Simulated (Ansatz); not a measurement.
# FHgO: the cost of one run

Program: Ansatz 0.2.0. Level of theory: the levels named in each step. These are calculated values, not measurements.

## (1) The structure to begin with

Bond lengths: O1–Hg2 1.836 Å, Hg2–F3 1.900 Å. Angles: O1–Hg2–F3 128.6°.

As a file:

```xyz
3

O     1.6409    0.7658    0.0118
Hg    0.0322   -0.1190   -0.0029
F    -1.7218    0.6110    0.0203
```

## (2) A rough first relaxation, PBE-D4/def2-SVP

Input file input.yaml:

```yaml
crystal:
  periodic: [false, false, false]
  atoms:
    - { symbol: O, position_ang: [1.64093, 0.7658, 0.01178] }
    - { symbol: Hg, position_ang: [0.03219, -0.11895, -0.00286] }
    - { symbol: F, position_ang: [-1.72182, 0.61103, 0.0203] }
magnetization:
  spin_polarized: true
  initial_magnetization: 1
basis:
  gaussian: { orbitals: def2-SVP }
hamiltonian:
  xc: pbe
  dispersion: d4
relax:
  f_tol: 0.03
  max_steps: 200
```

Command:

```bash
> ansatz run input.yaml --threads 2 --pin off --max-ram 5120MiB --backend cpu --events-out ev --progress --plain --runs-dir out
```

Q: Estimate wall time and peak memory on 2 threads of Intel Xeon Platinum 8488C (Sapphire Rapids), shared host.

About 20 s, with a peak of 0.16 GiB.
